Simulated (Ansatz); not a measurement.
# Cl₂FHO₂W: a ladder of functionals and wavefunction methods

An exercise on one series of results from a longer session: the logs are not shown, and one member is left open.

Program: Ansatz 0.2.0, Gaussian basis. Level of theory: functionals in def2-TZVPP, the program's frozen cores in correlated methods. These are calculated values, not measurements.

The runs, in order: LDA (SPW92), PBE-D4, revPBE-D4, BLYP-D4, r2SCAN-D4, B97M-V, PBE0-D4, B3LYP-D4, r2SCANh-D4, r2SCAN0-D4, HSE06-D4, BHLYP-D4, CAM-B3LYP-D4, LC-ωPBE, ωB97X-V, ωB97M-V, B2PLYP, PBE-QIDH; CCSD(T)/def2-SVP; CCSD(T)/def2-TZVPP; MP2/def2-QZVPP; extrapolation to the limit; RPA on PBE.

### Structure used throughout

All runs share one geometry, relaxed beforehand with PBE0-D4 in a triple-zeta def2 set. W takes the def2 core potential; no spin-orbit term is included.

SMILES `[O]=[W]([OH])([F])([Cl])[Cl]`, 7 atoms, charge 0, spin multiplicity 1.

Atoms are counted from 1 here; the program's logs count them from 0.

Bond lengths: O1–W2 1.674 Å, W2–O3 1.875 Å, W2–F4 1.854 Å, W2–Cl5 2.288 Å, W2–Cl6 2.310 Å, O3–H7 0.960 Å. Angles: O1–W2–O3 109.0°, O1–W2–F4 104.1°, O1–W2–Cl5 107.1°, O1–W2–Cl6 99.9°, O3–W2–F4 84.6°, O3–W2–Cl5 143.9°, O3–W2–Cl6 86.2°, F4–W2–Cl5 86.8°, F4–W2–Cl6 156.0°, Cl5–W2–Cl6 87.8°, W2–O3–H7 125.7°.

The first run:

File in.yaml:

```yaml
crystal:
  periodic: [false, false, false]
  atoms:
    - {symbol: O, position_ang: [-1.556401, -0.639116, 0.769316]}
    - {symbol: W, position_ang: [-0.321141, -0.021708, -0.177538]}
    - {symbol: O, position_ang: [1.303202, -0.782500, 0.368664]}
    - {symbol: F, position_ang: [-0.200022, -1.212927, -1.593376]}
    - {symbol: Cl, position_ang: [-1.272380, 1.441195, -1.657011]}
    - {symbol: Cl, position_ang: [0.283123, 1.805199, 1.100713]}
    - {symbol: H, position_ang: [1.763620, -0.590153, 1.189233]}
basis:
  gaussian: {orbitals: def2-TZVPP}
hamiltonian: {xc: lda}
output: {orbitals: {seedname: orbitals}}
```

Command:

```console
$ ansatz run in.yaml --threads 4 --pin off --events-out ev --progress --plain --max-ram 10444MiB
```

Among the steps run: LDA; PBE-D4 (GGA); revPBE-D4 (GGA); BLYP-D4 (GGA); r2SCAN-D4 (meta-GGA); B97M-V (meta-GGA); PBE0-D4 (hybrid); B3LYP-D4 (hybrid); r2SCANh-D4 (hybrid); r2SCAN0-D4 (hybrid); HSE06-D4 (hybrid); BHLYP-D4 (hybrid); CAM-B3LYP-D4 (range-separated); LC-ωPBE (range-separated); ωB97X-V (range-separated); ωB97M-V (range-separated); B2PLYP (double hybrid); PBE-QIDH (double hybrid).

One of the session's tables, all rows but one given; the rest of the session is left out.

It belongs to the step «Frontier levels by functional». 

| functional | HOMO (eV) | LUMO (eV) | gap (eV) |
| --- | --- | --- | --- |
| LDA (SPW92) | -7.99 | -5.16 | 2.83 |
| PBE-D4 | -7.80 | -4.91 | 2.89 |
| revPBE-D4 | -7.73 | -4.82 | 2.91 |
| BLYP-D4 | -7.64 | -4.80 | 2.84 |
| r2SCAN-D4 | -8.18 | -4.93 | 3.25 |
| B97M-V | -8.25 | -4.90 | 3.36 |
| PBE0-D4 | -9.21 | -4.27 | 4.94 |
| B3LYP-D4 | -8.94 | -4.47 | 4.47 |
| r2SCANh-D4 | -8.69 | -4.67 | 4.02 |
| r2SCAN0-D4 | -9.46 | -4.26 | 5.20 |
| HSE06-D4 | -8.81 | -4.64 | 4.17 |
| BHLYP-D4 | -10.49 | -3.42 | 7.07 |
| CAM-B3LYP-D4 | ? | ? | ? |
| LC-ωPBE | -11.93 | -2.07 | 9.86 |
| ωB97X-V | -11.56 | -2.14 | 9.41 |
| ωB97M-V | -11.40 | -2.15 | 9.25 |

Q: Estimate the row for CAM-B3LYP-D4 from the others.

The run gave: HOMO (eV): -10.55; LUMO (eV): -3.22; gap (eV): 7.33. In the column «HOMO (eV)» it lies between ωB97M-V (-11.40) and BHLYP-D4 (-10.49).
